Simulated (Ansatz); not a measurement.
I need a projected density of states of ReWO6, space group Fm-3m. Use Ansatz 0.2.0 through its Python package. Level of theory: PBEsol, PAW, the default cutoff (420 eV here), 5×5×5 k-points, Fermi-Dirac smearing of 0.2 eV, D3BJ dispersion.

```xyz
8
Lattice="0.0000 3.8326 3.8326 3.8326 0.0000 3.8326 3.8326 3.8326 0.0000" Properties=species:S:1:pos:R:3 pbc="T T T"
Re    3.8326    3.8326    3.8326
W     0.0000    0.0000    0.0000
O     3.8326    3.8326    5.7258
O     3.8326    3.8326    1.9395
O     3.8326    5.7258    3.8326
O     1.9395    3.8326    3.8326
O     5.7258    3.8326    3.8326
O     3.8326    1.9395    3.8326
```

`pdos.py`
```python
"""Which atoms and shells make the states of ReWO6."""

import ansatz as az
import numpy as np


def main() -> None:
    vectors = np.array([
        [0.0, 3.83263, 3.83263],
        [3.83263, 0.0, 3.83263],
        [3.83263, 3.83263, 0.0],
    ])
    xtal = (
        az.Lattice.of(vectors)
        .atom("Re", [0.5, 0.5, 0.5])
        .atom("W", [0.0, 0.0, 0.0])
        .atom("O", [0.74698, 0.74698, 0.25302])
        .atom("O", [0.25302, 0.25302, 0.74698])
        .atom("O", [0.74698, 0.25302, 0.74698])
        .atom("O", [0.74698, 0.25302, 0.25302])
        .atom("O", [0.25302, 0.74698, 0.74698])
        .atom("O", [0.25302, 0.74698, 0.25302])
    )

    calculation = (
        xtal.calculation()
        .kpoints(mesh=(5, 5, 5), center="monkhorst-pack")  # the mesh must be finer for metals
        .occupations(az.OccupationsMethod.FERMI_DIRAC, width=0.2)
        .functional("pbesol", dispersion="d3bj")
        .mixing("anderson")
        .hubbard("W", "d", u=6.9, j=0.9)
        .scf(tolerance=1e-05, max_iterations=100, extra_bands=2)
        .density_of_states(projected=True, energy_step=0.1)
    )
    result = calculation.run(threads=1)
    data = result.report

    dos = result.density_of_states()
    energy = np.asarray(dos.energies_ev) - dos.fermi_ev
    curves = {}
    for site in result.projected_density_of_states().sites:
        for shell in site.shells:
            weight = sum(np.sum(curve.g_bin_mean_per_ev, axis=0) for curve in shell.curves)
            name = f"{site.species} {shell.label}"
            curves[name] = curves.get(name, 0) + weight

    print("E-EF   " + " ".join(f"{name:>8s}" for name in curves))
    for e in np.arange(-6, 6 + 0.1, 1.0):
        print(f"{e:5.1f}  " + " ".join(f"{np.interp(e, energy, g):8.3f}" for g in curves.values()))


if __name__ == "__main__":
    main()
```

```console
$ python pdos.py
DeckWarning: basis.ecutwfc = 420 eV, auto-derived from the records' recommended cutoffs: set by Re (normal level)
RunWarning: dispersion: an atom stands within reach of a switch of its C6 between two reference coordination numbers of its element: through that C6 alone, e_disp changes by 0.025 eV or more while the distances to its neighbours run over a stretch of 0.05 Å that contains this geometry (sites counted from 0 in the [...]
E-EF      Re 5S    Re 6S    Re 5P    Re 5D     W 5S     W 6S     W 5P     W 5D     O 2S     O 2P
 -6.0     0.000    0.001    0.009    1.195    0.002    0.008    0.006    0.382    0.029    2.586
 -5.0     0.003    0.010    0.034    0.249    0.002    0.008    0.027    0.376    0.040    2.838
 -4.0     0.001    0.003    0.024    0.228    0.001    0.006    0.025    0.500    0.028    2.945
 -3.0     0.000    0.004    0.005    0.104    0.000    0.004    0.006    0.139    0.039    4.330
 -2.0     0.000    0.000    0.001    0.027    0.000    0.000    0.001    0.043    0.012    6.395
 -1.0     0.000    0.000    0.000    0.017    0.000    0.000    0.000    0.015    0.000    0.001
  0.0     0.000    0.001    0.000    0.640    0.000    0.001    0.000    0.435    0.002    0.433
  1.0     0.000    0.004    0.000    0.796    0.000    0.001    0.000    0.244    0.003    0.691
  2.0     0.000    0.000    0.000    0.000    0.000    0.000    0.000    0.000    0.000    0.000
  3.0     0.000    0.000    0.000    0.000    0.000    0.000    0.000    0.000    0.000    0.000
  4.0     0.000    0.000    0.000    0.000    0.000    0.000    0.000    0.000    0.000    0.000
  5.0     0.000    0.000    0.000    0.000    0.000    0.000    0.000    0.000    0.000    0.000
  6.0     0.000    0.000    0.000    0.000    0.000    0.000    0.000    0.000    0.000    0.000
```
(Warnings from the package without file and line, shortened.)

Caveats:
- These settings explore the input space; cutoff and mesh may be short of convergence.
- The cell holds an odd number of electrons and is run without spin, so a magnetic state may lie lower.
- Dispersion corrections can be off by several per cent in the lattices of metals, and by several GPa in the pressure at a fixed cell.
- U, its shell and the double counting are chosen to explore, and aren't derived for this compound.
- For a metal this k-point mesh is coarse: on a finer one energies can move by several to tens of meV an atom and pressures by half a GPa or more, differences at one mesh by less.
- A Hubbard U without spin forces both spins into the same orbitals, which can open a gap or pick a state that a spin-polarised run wouldn't.
- Spin-orbit coupling, which matters for elements this heavy, is left out.
- The structure comes from a database of computed cells and needn't be a stable or known phase.
- Curves are summed over the cell's atoms. Only shells that the potentials hold have channels, so projections don't add up to the total, least of all where a shell is missing (p of most metals); heights and places of peaks move with the mesh.
- The density of states is complete only as far up as bands were computed.
- Finished in 4.4 s on 1 thread of Arm Neoverse V2, with other jobs on the host, peak memory 0.46 GiB.
